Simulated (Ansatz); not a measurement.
# SiGeH₇ (doublet): the correlation ladder at distance Ge1–H5 along a hydrogen transfer = 2.347 Å, cc-pVDZ

Aim: climb from Hartree-Fock through coupled cluster and multireference methods for SiGeH₇ (doublet) at one geometry and basis, and see what each rung misses.

Computed with Ansatz 0.2.0, Gaussian basis. Level: cc-pVDZ, core rule «outside noble gas», up to 19 orbitals frozen.

To be run: UHF; CCSD(T) on ROHF; CCSD(T) on UHF; BCCD(T) on ROHF; CISD; CCSDT(Q) on ROHF; CCSDT(Q) on UHF; CASSCF and MRCISD+Q, 3 electrons in 3 orbitals; CASSCF and NEVPT2, 3 electrons in 3 orbitals; CASSCF and MRCISD+Q, 9 electrons in 9 orbitals; CASSCF and NEVPT2, 9 electrons in 9 orbitals.

## 1. The geometry

The geometry derives from fragments relaxed apart (PBE0/def2-TZVP) and kept rigid, so it is no stationary point. A hydrogen atom is moved between rigid fragments. No spin-orbit coupling is included. The filled d shell of Ge may be among the frozen orbitals whatever the setting's name suggests; the logs give the count.

9 atoms, charge 0, spin multiplicity 2.

Atoms are counted from 1 here; the program's logs count them from 0.

Bond lengths: Ge1–H2 1.534 Å, Ge1–H3 1.534 Å, Ge1–H4 1.534 Å, H5–Si6 1.440 Å, Si6–H7 1.486 Å, Si6–H8 1.486 Å, Si6–H9 1.486 Å. Angles: H2–Ge1–H3 109.5°, H2–Ge1–H4 109.5°, H3–Ge1–H4 109.5°, H5–Si6–H7 107.6°, H5–Si6–H8 107.6°, H5–Si6–H9 107.6°, H7–Si6–H8 111.3°, H7–Si6–H9 111.3°, H8–Si6–H9 111.3°.

## 2. UHF

The input, in.yaml:

```yaml
crystal:
  periodic: [false, false, false]
  atoms:
    - {symbol: Ge, position_ang: [-1.113282, 0.000000, 0.000000]}
    - {symbol: H, position_ang: [-1.624732, 1.446599, 0.000000]}
    - {symbol: H, position_ang: [-1.624732, -0.723300, 1.252792]}
    - {symbol: H, position_ang: [-1.624732, -0.723299, -1.252792]}
    - {symbol: H, position_ang: [1.233718, 0.000000, 0.000000]}
    - {symbol: Si, position_ang: [2.673718, 0.000000, 0.000000]}
    - {symbol: H, position_ang: [3.123692, -1.416253, 0.000000]}
    - {symbol: H, position_ang: [3.123692, 0.708127, -1.226511]}
    - {symbol: H, position_ang: [3.123692, 0.708127, 1.226511]}
basis:
  gaussian: {orbitals: cc-pVDZ}
magnetization: {spin_polarized: true, initial_magnetization: 1}
hamiltonian: {xc: hf}
output: {orbitals: {seedname: orbitals}}
```

The run is started by

```
ansatz run in.yaml --threads 1 --pin off --events-out ev --progress --plain --max-ram 2816MiB --backend cpu
```

The runs that follow: CCSD(T) on ROHF; CCSD(T) on UHF; BCCD(T) on ROHF; CISD; CCSDT(Q) on ROHF; CCSDT(Q) on UHF; CASSCF and MRCISD+Q, 3 electrons in 3 orbitals; CASSCF and NEVPT2, 3 electrons in 3 orbitals; CASSCF and MRCISD+Q, 9 electrons in 9 orbitals; CASSCF and NEVPT2, 9 electrons in 9 orbitals.

**Question.** What will the summary of the whole plan be? Wanted: UCCSDT(Q) below the RHF energy; RMP2 from UCCSDT(Q); UMP2 from UCCSDT(Q); RCCSD from UCCSDT(Q); RCCSD(T) from UCCSDT(Q); UCCSD(T) from UCCSDT(Q); RCCSDT(Q) from UCCSDT(Q); NEVPT2 pair from UCCSDT(Q); MRCISD+Q pair from UCCSDT(Q).

**Answer**, as computed:

| quantity | value |
| --- | --- |
| UCCSDT(Q) below the RHF energy | -7.5514 eV |
| RMP2 from UCCSDT(Q) | +165.1 kJ/mol |
| UMP2 from UCCSDT(Q) | +164.6 kJ/mol |
| RCCSD from UCCSDT(Q) | +17.3 kJ/mol |
| RCCSD(T) from UCCSDT(Q) | +3.9 kJ/mol |
| UCCSD(T) from UCCSDT(Q) | +3.5 kJ/mol |
| RCCSDT(Q) from UCCSDT(Q) | +0.4 kJ/mol |
| NEVPT2 pair from UCCSDT(Q) | +164.5 kJ/mol |
| MRCISD+Q pair from UCCSDT(Q) | +6.8 kJ/mol |
| NEVPT2 frontier from UCCSDT(Q) | +153.1 kJ/mol |
| levels within 1 kcal/mol (43 meV) | RCCSD(T), UCCSD(T), BCCD(T), RCCSDT, UCCSDT, RCCSDT(Q), MRCISD+Q frontier |
| T1 diagnostic | 0.014 |

In words: RCCSD(T) lands +3.9 kJ/mol from the yardstick (0.5 % of the correlation energy). Of the multireference levels listed MRCISD+Q frontier comes nearest in total energy (+4.1 kJ/mol), which doesn't show that its space is the better one. These misses are within one basis, not against nature; the frozen cores of restricted and unrestricted runs differ, which can shift their rows.
